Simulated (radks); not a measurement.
# Bi⁺ in [Xe] 4f14 5d10 6s1.75 6p2 7s0.25: an all-electron calculation

Wanted: eigenvalues, radial structure and energy terms of the bismuth ion Bi+.

Method: Dirac Kohn-Sham, LDA (Slater exchange, Perdew-Wang correlation), spin-unpolarised, spherical densities, point nucleus; open shells fill j = l - 1/2 first. Code: radks (a radial shooting solver on a logarithmic mesh, Libxc functionals) version 1.

### 1 What is computed

- element: bismuth (Z = 83)
- charge: +1
- electrons: 82
- configuration: [Xe] 4f14 5d10 6s1.75 6p2 7s0.25

### 2 Self-consistent calculation

The run's settings:

```text
Z 83
configuration [Xe] 4f14 5d10 6s1.75 6p2 7s0.25 6d0 7p0
relativity Dirac
functional lda,pw
spin unpolarised
j_filling energy
nucleus point
c 137.035999084
```

On the command line:

```sh
$ python run_ks.py task.json out
```

The same process makes all the runs of this session.

**Question.** What will this run give?

The runs gave:

```
                        quantity                   value
                    total energy     -21569.5787 hartree
exchange-correlation share of it                  1.79 %
                            −T/E                  1.1695
          highest occupied level        7s1/2, -5.285 eV
    most extended occupied level  7s1/2, <r> = 5.52 bohr
 radius at density 0.001 e/bohr³               4.29 bohr
    maxima of the radial density                       4
```

**Reading.** The radial density shows 4 maxima for 7 occupied principal shells; where shells overlap, one shows as a shoulder or not at all. −T/E is 1.170: with relativity the kinetic term as defined here no longer equals −E. This is not the tabulated ground configuration, so its levels and sizes aren't those of the ground state, and no measured value stands beside it.
